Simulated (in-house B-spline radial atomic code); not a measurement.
**Co⁺: binding energies from hole states**

Wanted: ΔSCF binding energies of Co⁺.

The numbers are computed with in-house B-spline radial atomic code version 1 (Dirac-Hartree-Fock, average of configuration, Fermi nucleus, basis-set limit), except any that are marked as measured or tabulated.

**1. What is computed**

```
element       : cobalt (Z = 27)
charge        : +1
electrons     : 26
configuration : [Ar] 3d8
Hamiltonian   : Dirac-Coulomb
nucleus       : Fermi, rms radius 3.788 fm
```

Outer shells as boxes (Hund's rule):

[Ar] 3d8
```
[Ar] core
3d [↑↓][↑↓][↑↓][↑ ][↑ ]
```

The boxes draw the filling by Hund's rule, which heavy ions in jj coupling don't follow; these runs average over all states of the configuration.

Settings of the run:

```ini
Z = 27
electrons = 26.0
configuration = [Ar] 3d8
hamiltonian = dirac
method = hf
spin_polarised = False
nucleus = fermi
rms_radius = 3.7875
mass_number = 59
atomic_mass = 58.933193524
speed_of_light = 137.035999084
```

The reference is known from an earlier run: -1391.757136 hartree in all. Up to eight levels, counted from the top:

```
orbital  occupation  energy (eV)  <r> (bohr)
  2s1/2           2      -967.46      0.2539
  2p1/2           2      -835.19      0.2224
  2p3/2           4      -820.12      0.2254
  3s1/2           2      -128.17      0.7790
  3p1/2           2      -86.599      0.8207
  3p3/2           4      -84.636      0.8302
  3d3/2         3.2      -19.759       1.097
  3d5/2         4.8      -19.544       1.105
```

**2. The 1s hole**

Changes to the settings of step 1:

```diff
@@ -1,4 +1,4 @@
 Z = 27
-electrons = 26.0
-configuration = [Ar] 3d8
+electrons = 25.0
+configuration = 1s1 2s2 2p6 3s2 3p6 3d8
 hamiltonian = dirac
```

From the run's result record (rounded, not every field):

```text
status: converged
scf [iteration, energy, orbital gradient]:
  - [1, -1086.60504267, 0.853]
  - [2, -1096.83774971, 0.699]
  - [3, -1106.71885878, 0.149]
  - [4, -1107.38190908, 0.0235]
  - [5, -1107.39368004, 0.0169]
  - [6, -1107.39905983, 0.00478]
  - [7, -1107.39986765, 0.000295]
  - [8, -1107.39986851, 8.72e-05]
  - [9, -1107.39986862, 3.64e-06]
  - [10, -1107.39986862, 4.32e-07]
  - [11, -1107.39986862, 3.13e-08]
energy [hartree]: {"total": -1107.39986862, "kinetic": 1123.38363836, "nuclear": -2713.59736589, "coulomb": 524.536766703, "exact_exchange": -41.7229077955}
breit [hartree]: {"gaunt": 0.2406059, "retardation": -0.03143042, "frequency_dependence": -0.0008803877}
qed [hartree]: {"self_energy": 0.2234696, "uehling": -0.01906068, "wichmann_kroll": 0.0001250819}
recoil [hartree]: 0.008248238
total_with_corrections [hartree]: -1106.97879125
orbitals [hartree, bohr; first row names the columns]:
  - ["name", "occ", "eps", "<r>"]
  - ["1s1/2", 1.0, -299.56317, 0.055775]
  - ["2s1/2", 2.0, -38.325284, 0.24736]
  - ["2p1/2", 2.0, -34.081068, 0.21389]
  - ["2p3/2", 4.0, -33.450378, 0.21695]
  - ["3s1/2", 2.0, -5.5662175, 0.75156]
  - ["3p1/2", 2.0, -4.057681, 0.77713]
  - ["3p3/2", 4.0, -3.9739562, 0.7862]
  - ["3d3/2", 3.2, -1.4142845, 0.94162]
  - ["3d5/2", 4.8, -1.4040194, 0.94719]
sum_r [bohr^k]: {"-1": 100.5037, "1": 15.60797, "2": 15.30753}
energy_minus_base [hartree]: 284.357267
energy_minus_base_with_corrections [hartree]: 283.88365
```

It took 1.6 s on 1 thread, shared host.

energy_minus_base is the energy less that of the reference run.

Radial density 4πr²n(r) and radial functions P(r) = rR(r):

```
r (bohr)    4πr²n    1s1/2   3d5/2
 0.00370    1.184   0.9731  0.0000
 0.00530    2.197   1.3256  0.0000
 0.00758    3.918   1.7704  0.0001
  0.0108    6.594   2.2966  0.0002
  0.0155    10.40   2.8833  0.0007
  0.0222    14.74   3.4235  0.0020
  0.0317    18.13   3.7594  0.0052
  0.0453    19.10   3.7024  0.0136
  0.0648    18.84   3.1203  0.0338
  0.0927    22.87   2.1101  0.0789
   0.133    33.30   1.0436  0.1711
   0.190    37.51   0.3476  0.3312
   0.271    25.82   0.0754  0.5626
   0.388    16.01   0.0128  0.8205
   0.554    19.72   0.0001  0.9890
   0.793    18.09  -0.0027  0.9666
    1.13    8.627  -0.0018  0.7622
    1.62    2.333  -0.0006  0.4729
    2.32   0.3969  -0.0001  0.2172
    3.32  0.03261   0.0000  0.0642
```

On the record's full grid the radial density has clear maxima near r = 0.045, 0.19, 0.66 bohr.

X-ray form factor of the spherical density:

```
sinθ/λ (1/Å)  f (electrons)
           0         25.000
         0.1         23.922
         0.2         21.195
         0.3         17.831
         0.4         14.620
         0.6          9.870
         0.8          7.274
           1          5.938
         1.4          4.463
         1.8          3.246
         2.5          1.661
           4          0.634
           6          0.444
```

**3. The 2s hole**

Changes to the settings of step 2:

```diff
@@ -2,3 +2,3 @@
 electrons = 25.0
-configuration = 1s1 2s2 2p6 3s2 3p6 3d8
+configuration = 1s2 2s1 2p6 3s2 3p6 3d8
 hamiltonian = dirac
```

From the record:

```text
status: converged
scf [iteration, energy, orbital gradient]:
  - [1, -1338.26346193, 0.643]
  - [2, -1347.45854981, 0.778]
  - [3, -1356.38403248, 0.151]
  - [4, -1357.00947431, 0.0261]
  - [5, -1357.02215625, 0.0185]
  - [6, -1357.02793265, 0.00632]
  - [7, -1357.02874099, 0.000462]
  - [8, -1357.02874351, 4.53e-05]
  - [9, -1357.02874354, 3.05e-06]
  - [10, -1357.02874354, 3.09e-07]
  - [11, -1357.02874354, 2.36e-08]
energy [hartree]: {"total": -1357.02874354, "kinetic": 1377.54613738, "nuclear": -3238.56844549, "coulomb": 556.840520593, "exact_exchange": -52.8469560184}
breit [hartree]: {"gaunt": 0.5612687, "retardation": -0.05139071, "frequency_dependence": -0.001604076}
qed [hartree]: {"self_energy": 0.3716265, "uehling": -0.03218157, "wichmann_kroll": 0.0002112126}
recoil [hartree]: 0.009469458
total_with_corrections [hartree]: -1356.17134403
orbitals [hartree, bohr; first row names the columns]:
  - ["name", "occ", "eps", "<r>"]
  - ["1s1/2", 2.0, -288.73521, 0.056161]
  - ["2s1/2", 1.0, -37.49997, 0.25325]
  - ["2p1/2", 2.0, -32.445428, 0.21961]
  - ["2p3/2", 4.0, -31.876168, 0.22262]
  - ["3s1/2", 2.0, -5.4383505, 0.76127]
  - ["3p1/2", 2.0, -3.9421005, 0.79145]
  - ["3p3/2", 4.0, -3.8645849, 0.80025]
  - ["3d3/2", 3.2, -1.4372282, 0.93718]
  - ["3d5/2", 4.8, -1.4272693, 0.94238]
sum_r [bohr^k]: {"-1": 119.9472, "1": 15.52413, "2": 15.33664}
energy_minus_base [hartree]: 34.7283925
energy_minus_base_with_corrections [hartree]: 34.6910972
```

It took 1.6 s on 1 thread, shared host.

**4. The 2p1/2 hole**

In configurations, a minus sign after the shell means j = l − 1/2 and a plus sign j = l + 1/2; the count of electrons follows.

Changes to the settings of step 3:

```diff
@@ -2,3 +2,3 @@
 electrons = 25.0
-configuration = 1s2 2s1 2p6 3s2 3p6 3d8
+configuration = 1s2 2s2 2p-1 2p+4 3s2 3p6 3d8
 hamiltonian = dirac
```

From the record:

```text
status: converged
scf [iteration, energy, orbital gradient]:
  - [1, -1342.97005544, 0.605]
  - [2, -1352.27347099, 0.777]
  - [3, -1361.29968701, 0.155]
  - [4, -1361.93174978, 0.0255]
  - [5, -1361.94434663, 0.0174]
  - [6, -1361.95007866, 0.00631]
  - [7, -1361.95091711, 0.000408]
  - [8, -1361.95091928, 3.41e-05]
  - [9, -1361.9509193, 2.4e-06]
  - [10, -1361.9509193, 4.63e-07]
  - [11, -1361.9509193, 3.99e-08]
energy [hartree]: {"total": -1361.9509193, "kinetic": 1382.71515278, "nuclear": -3245.24741511, "coulomb": 553.778348159, "exact_exchange": -53.1970051334}
breit [hartree]: {"gaunt": 0.541469, "retardation": -0.04759048, "frequency_dependence": -0.001529864}
qed [hartree]: {"self_energy": 0.3903214, "uehling": -0.0336671, "wichmann_kroll": 0.0002209186}
recoil [hartree]: 0.009890173
total_with_corrections [hartree]: -1361.09180521
orbitals [hartree, bohr; first row names the columns]:
  - ["name", "occ", "eps", "<r>"]
  - ["1s1/2", 2.0, -289.32035, 0.056095]
  - ["2s1/2", 2.0, -37.303997, 0.25126]
  - ["2p1/2", 1.0, -33.071313, 0.22111]
  - ["2p3/2", 4.0, -32.31733, 0.22177]
  - ["3s1/2", 2.0, -5.4815925, 0.75926]
  - ["3p1/2", 2.0, -3.9167011, 0.79225]
  - ["3p3/2", 4.0, -3.8888827, 0.79715]
  - ["3d3/2", 3.2, -1.41545, 0.94646]
  - ["3d5/2", 4.8, -1.4372283, 0.9367]
sum_r [bohr^k]: {"-1": 120.1945, "1": 15.53934, "2": 15.33452}
energy_minus_base [hartree]: 29.8062167
energy_minus_base_with_corrections [hartree]: 29.770636
```

It took 1.6 s on 1 thread, shared host.

**5. The 2p3/2 hole**

Changes to the settings of step 4:

```diff
@@ -2,3 +2,3 @@
 electrons = 25.0
-configuration = 1s2 2s2 2p-1 2p+4 3s2 3p6 3d8
+configuration = 1s2 2s2 2p-2 2p+3 3s2 3p6 3d8
 hamiltonian = dirac
```

From the record:

```text
status: converged
scf [iteration, energy, orbital gradient]:
  - [1, -1343.54223654, 0.601]
  - [2, -1352.82277142, 0.768]
  - [3, -1361.84656087, 0.155]
  - [4, -1362.47632314, 0.0255]
  - [5, -1362.48920044, 0.017]
  - [6, -1362.49473709, 0.00658]
  - [7, -1362.49568884, 0.000453]
  - [8, -1362.49569174, 4.71e-05]
  - [9, -1362.49569178, 3.68e-06]
  - [10, -1362.49569178, 2.46e-07]
energy [hartree]: {"total": -1362.49569178, "kinetic": 1384.37648331, "nuclear": -3247.71789981, "coulomb": 554.091569603, "exact_exchange": -53.2458448913}
breit [hartree]: {"gaunt": 0.5547002, "retardation": -0.04758608, "frequency_dependence": -0.001225566}
qed [hartree]: {"self_energy": 0.3890247, "uehling": -0.03367328, "wichmann_kroll": 0.0002209625}
recoil [hartree]: 0.00988287
total_with_corrections [hartree]: -1361.62434801
orbitals [hartree, bohr; first row names the columns]:
  - ["name", "occ", "eps", "<r>"]
  - ["1s1/2", 2.0, -289.24666, 0.056099]
  - ["2s1/2", 2.0, -37.28827, 0.25131]
  - ["2p1/2", 2.0, -32.870394, 0.21886]
  - ["2p3/2", 3.0, -32.348688, 0.22429]
  - ["3s1/2", 2.0, -5.4808046, 0.75936]
  - ["3p1/2", 2.0, -3.9658592, 0.78856]
  - ["3p3/2", 4.0, -3.8675203, 0.79803]
  - ["3d3/2", 3.2, -1.4445834, 0.93294]
  - ["3d5/2", 4.8, -1.4181632, 0.94586]
sum_r [bohr^k]: {"-1": 120.286, "1": 15.53894, "2": 15.33741}
energy_minus_base [hartree]: 29.2614443
energy_minus_base_with_corrections [hartree]: 29.2380932
```

Wall time 1.5 s (1 thread, shared host).

**6. The 3s hole**

Changes to the settings of step 5:

```diff
@@ -2,3 +2,3 @@
 electrons = 25.0
-configuration = 1s2 2s2 2p-2 2p+3 3s2 3p6 3d8
+configuration = 1s2 2s2 2p6 3s1 3p6 3d8
 hamiltonian = dirac
```

From the record:

```text
status: converged
scf [iteration, energy, orbital gradient]:
  - [1, -1371.84106472, 0.506]
  - [2, -1379.12823394, 0.601]
  - [3, -1386.77143532, 0.132]
  - [4, -1387.25745079, 0.0233]
  - [5, -1387.26833338, 0.0134]
  - [6, -1387.27141047, 0.00565]
  - [7, -1387.27250857, 0.000375]
  - [8, -1387.27251113, 2.51e-05]
  - [9, -1387.27251114, 1.41e-06]
  - [10, -1387.27251114, 2.93e-07]
  - [11, -1387.27251114, 1.67e-08]
energy [hartree]: {"total": -1387.27251114, "kinetic": 1408.83114323, "nuclear": -3311.9559113, "coulomb": 571.749226653, "exact_exchange": -55.8969697344}
breit [hartree]: {"gaunt": 0.5809359, "retardation": -0.05184811, "frequency_dependence": -0.001522721}
qed [hartree]: {"self_energy": 0.3858205, "uehling": -0.03335416, "wichmann_kroll": 0.0002188829}
recoil [hartree]: 0.009825154
total_with_corrections [hartree]: -1386.38243576
orbitals [hartree, bohr; first row names the columns]:
  - ["name", "occ", "eps", "<r>"]
  - ["1s1/2", 2.0, -286.84683, 0.056154]
  - ["2s1/2", 2.0, -36.256264, 0.25418]
  - ["2p1/2", 2.0, -31.438714, 0.2223]
  - ["2p3/2", 4.0, -30.884238, 0.22535]
  - ["3s1/2", 1.0, -5.442375, 0.77132]
  - ["3p1/2", 2.0, -3.782137, 0.81163]
  - ["3p3/2", 4.0, -3.7088718, 0.82072]
  - ["3d3/2", 3.2, -1.3747099, 0.98503]
  - ["3d5/2", 4.8, -1.3663497, 0.99013]
sum_r [bohr^k]: {"-1": 122.6652, "1": 15.54888, "2": 15.92321}
energy_minus_base [hartree]: 4.48462491
energy_minus_base_with_corrections [hartree]: 4.48000546
```

Wall time 1.6 s (1 thread, shared host).

**7. The 3p1/2 hole**

Changes to the settings of step 6:

```diff
@@ -2,3 +2,3 @@
 electrons = 25.0
-configuration = 1s2 2s2 2p6 3s1 3p6 3d8
+configuration = 1s2 2s2 2p6 3s2 3p-1 3p+4 3d8
 hamiltonian = dirac
```

From the record:

```text
status: converged
scf [iteration, energy, orbital gradient]:
  - [1, -1373.68888491, 0.507]
  - [2, -1380.83788204, 0.586]
  - [3, -1388.28671412, 0.129]
  - [4, -1388.76644627, 0.0223]
  - [5, -1388.77711166, 0.0134]
  - [6, -1388.78016857, 0.0056]
  - [7, -1388.78124133, 0.000489]
  - [8, -1388.78124541, 4.05e-05]
  - [9, -1388.78124546, 4.79e-06]
  - [10, -1388.78124546, 4.87e-07]
  - [11, -1388.78124546, 3.03e-08]
energy [hartree]: {"total": -1388.78124546, "kinetic": 1410.39972926, "nuclear": -3314.94870022, "coulomb": 571.949659884, "exact_exchange": -56.1819343805}
breit [hartree]: {"gaunt": 0.5790291, "retardation": -0.05142186, "frequency_dependence": -0.001515532}
qed [hartree]: {"self_energy": 0.3884678, "uehling": -0.03356148, "wichmann_kroll": 0.0002202371}
recoil [hartree]: 0.009895374
total_with_corrections [hartree]: -1387.89013185
orbitals [hartree, bohr; first row names the columns]:
  - ["name", "occ", "eps", "<r>"]
  - ["1s1/2", 2.0, -286.85247, 0.056149]
  - ["2s1/2", 2.0, -36.280085, 0.25375]
  - ["2p1/2", 2.0, -31.392191, 0.22269]
  - ["2p3/2", 4.0, -30.887084, 0.22531]
  - ["3s1/2", 2.0, -5.3063774, 0.77381]
  - ["3p1/2", 1.0, -3.8994658, 0.80773]
  - ["3p3/2", 4.0, -3.7730944, 0.81835]
  - ["3d3/2", 3.2, -1.3078061, 1.0053]
  - ["3d5/2", 4.8, -1.3804394, 0.98674]
sum_r [bohr^k]: {"-1": 122.7761, "1": 15.54843, "2": 15.9537}
energy_minus_base [hartree]: 2.97589059
energy_minus_base_with_corrections [hartree]: 2.97230938
```

Run time: 1.6 s. Hardware: 1 thread, shared host.

**8. The 3p3/2 hole**

Changes to the settings of step 7:

```diff
@@ -2,3 +2,3 @@
 electrons = 25.0
-configuration = 1s2 2s2 2p6 3s2 3p-1 3p+4 3d8
+configuration = 1s2 2s2 2p6 3s2 3p-2 3p+3 3d8
 hamiltonian = dirac
```

From the record:

```text
status: converged
scf [iteration, energy, orbital gradient]:
  - [1, -1373.80856062, 0.503]
  - [2, -1380.92935842, 0.588]
  - [3, -1388.35465246, 0.128]
  - [4, -1388.83305411, 0.0219]
  - [5, -1388.84364043, 0.0134]
  - [6, -1388.8467439, 0.00547]
  - [7, -1388.8477694, 0.00051]
  - [8, -1388.84777392, 5.31e-05]
  - [9, -1388.84777398, 5.63e-06]
  - [10, -1388.84777398, 3.18e-07]
  - [11, -1388.84777398, 3.69e-08]
energy [hartree]: {"total": -1388.84777398, "kinetic": 1410.60479113, "nuclear": -3315.32300167, "coulomb": 572.063419405, "exact_exchange": -56.1929828426}
breit [hartree]: {"gaunt": 0.580748, "retardation": -0.0514239, "frequency_dependence": -0.001475577}
qed [hartree]: {"self_energy": 0.388306, "uehling": -0.03356237, "wichmann_kroll": 0.0002202434}
recoil [hartree]: 0.009893445
total_with_corrections [hartree]: -1387.95506813
orbitals [hartree, bohr; first row names the columns]:
  - ["name", "occ", "eps", "<r>"]
  - ["1s1/2", 2.0, -286.84082, 0.056149]
  - ["2s1/2", 2.0, -36.273675, 0.25376]
  - ["2p1/2", 2.0, -31.434921, 0.22226]
  - ["2p3/2", 4.0, -30.855898, 0.22566]
  - ["3s1/2", 2.0, -5.3042492, 0.77387]
  - ["3p1/2", 2.0, -3.8440461, 0.80968]
  - ["3p3/2", 3.0, -3.7876147, 0.81788]
  - ["3d3/2", 3.2, -1.378486, 0.98491]
  - ["3d5/2", 4.8, -1.3300657, 1.0014]
sum_r [bohr^k]: {"-1": 122.7899, "1": 15.54606, "2": 15.95249}
energy_minus_base [hartree]: 2.90936207
energy_minus_base_with_corrections [hartree]: 2.90737309
```

Run time: 1.6 s. Hardware: 1 thread, shared host.

**9. The 3d hole**

Changes to the settings of step 8:

```diff
@@ -2,3 +2,3 @@
 electrons = 25.0
-configuration = 1s2 2s2 2p6 3s2 3p-2 3p+3 3d8
+configuration = 1s2 2s2 2p6 3s2 3p6 3d7
 hamiltonian = dirac
```

From the record:

```text
status: converged
scf [iteration, energy, orbital gradient]:
  - [1, -1378.69703122, 0.465]
  - [2, -1384.91596122, 0.522]
  - [3, -1390.78092023, 0.117]
  - [4, -1391.16219042, 0.0208]
  - [5, -1391.16992641, 0.0128]
  - [6, -1391.17365752, 0.00299]
  - [7, -1391.17400029, 0.000275]
  - [8, -1391.17400151, 2.13e-05]
  - [9, -1391.17400152, 7.74e-07]
  - [10, -1391.17400152, 1.39e-07]
energy [hartree]: {"total": -1391.17400152, "kinetic": 1412.94690932, "nuclear": -3321.60800065, "coulomb": 574.407742258, "exact_exchange": -56.9206524472}
breit [hartree]: {"gaunt": 0.5835206, "retardation": -0.05195208, "frequency_dependence": -0.001512045}
qed [hartree]: {"self_energy": 0.38833, "uehling": -0.03355442, "wichmann_kroll": 0.0002201926}
recoil [hartree]: 0.009905599
total_with_corrections [hartree]: -1390.27904367
orbitals [hartree, bohr; first row names the columns]:
  - ["name", "occ", "eps", "<r>"]
  - ["1s1/2", 2.0, -286.63186, 0.056156]
  - ["2s1/2", 2.0, -36.180806, 0.25389]
  - ["2p1/2", 2.0, -31.317717, 0.22239]
  - ["2p3/2", 4.0, -30.764341, 0.22544]
  - ["3s1/2", 2.0, -5.320337, 0.77455]
  - ["3p1/2", 2.0, -3.7803276, 0.81235]
  - ["3p3/2", 4.0, -3.7076608, 0.82131]
  - ["3d3/2", 2.8, -1.3385465, 0.99853]
  - ["3d5/2", 4.2, -1.3306872, 1.0037]
sum_r [bohr^k]: {"-1": 123.0227, "1": 15.43694, "2": 15.6412}
energy_minus_base [hartree]: 0.583134531
energy_minus_base_with_corrections [hartree]: 0.583397555
```

It took 1.4 s on 1 thread, shared host.

**10. What the holes cost**

| hole | ΔSCF (eV) | with Breit, QED, recoil (eV) | −ε of the parent (eV) | −ε less ΔSCF (eV) |
| --- | --- | --- | --- | --- |
| 1s | 7737.76 | 7724.87 | 7783.04 | 45.28 |
| 2s | 945.01 | 943.99 | 967.46 | 22.45 |
| 2p1/2 | 811.07 | 810.10 | 835.19 | 24.12 |
| 2p3/2 | 796.24 | 795.61 | 820.12 | 23.88 |
| 3s | 122.03 | 121.91 | 128.17 | 6.14 |
| 3p1/2 | 80.978 | 80.881 | 86.599 | 5.62 |
| 3p3/2 | 79.168 | 79.114 | 84.636 | 5.47 |
| 3d | 15.868 | 15.875 | - | - |

Every ΔSCF value lies below −ε, since the other electrons relax into the hole: by 45.3 eV for 1s and 5.47 eV for 3p3/2. The difference of the 1s and 2p3/2 holes gives a Kα1 line at 6929.3 eV for this charge state (with Breit, QED and recoil). The spin-orbit splitting of the 2p hole is 14.49 eV with those corrections. A dash stands where an open shell is averaged over j, so that no single parent level belongs to the hole. Values are for the free ion, measured from the vacuum level.
